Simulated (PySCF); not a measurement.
# SbTe: bond curves at several levels of theory

The task here is to estimate one member of a computed series from the others.

The runs use PySCF 2.14.0; Sb def2-SVP with ECP28, Te def2-SVP with ECP28, scalar-relativistic core potentials.

2 further runs of the same task are left out: 2 that didn't finish.

Set-up of the first run:

Settings of the job:

- atoms: Sb, Te
- charge: 0
- basis: Sb def2-SVP with ECP28, Te def2-SVP with ECP28
- Hamiltonian: scalar-relativistic core potentials
- basis functions: 52
- electrons treated: 47
- masses in u: 120.9038, 129.9062
- levels: PBE0, PBE, r²SCAN, TPSS, B97-3, LC-ωPBE, HF, MP2, SCS-MP2
- grid: 80 radial by 434 angular points
- occupations: held fixed by the projection of orbital angular momentum
- dissociation limit: Sb + Te, each in its ground configuration
- starting distance in angstrom: 2.685
- values of 2S to try: 1, 3, 5

Run with:

```bash
$ OMP_NUM_THREADS=1 python dia.py task.json out
```

Among the steps run: Input; PBE0 along the bond; Other states along the same grid; PBE (GGA); r²SCAN (meta-GGA); TPSS; B97-3; LC-ωPBE (range-separated hybrid); UHF.

One table of the session follows, with a row left open; its other results are not shown here.

It belongs to the step «Constants by level of theory». 

| level | Re (Å) | ωe (cm⁻¹) | De (eV) | μ (D) |
| --- | --- | --- | --- | --- |
| PBE | 2.576 | 253.3 | 3.03 | -1.03 |
| TPSS | ? | ? | ? | ? |
| r²SCAN | 2.556 | 254.3 | 2.63 | -1.17 |
| B97-3 | 2.555 | 260.3 | 2.61 | -1.33 |

Estimate the missing values for TPSS.

As computed: Re (Å): 2.566; ωe (cm⁻¹): 256.7; De (eV): 2.92; μ (D): -1.08. In the column «Re (Å)» it lies between r²SCAN (2.556) and PBE (2.576).

De is counted to Sb + Te in their ground configurations.
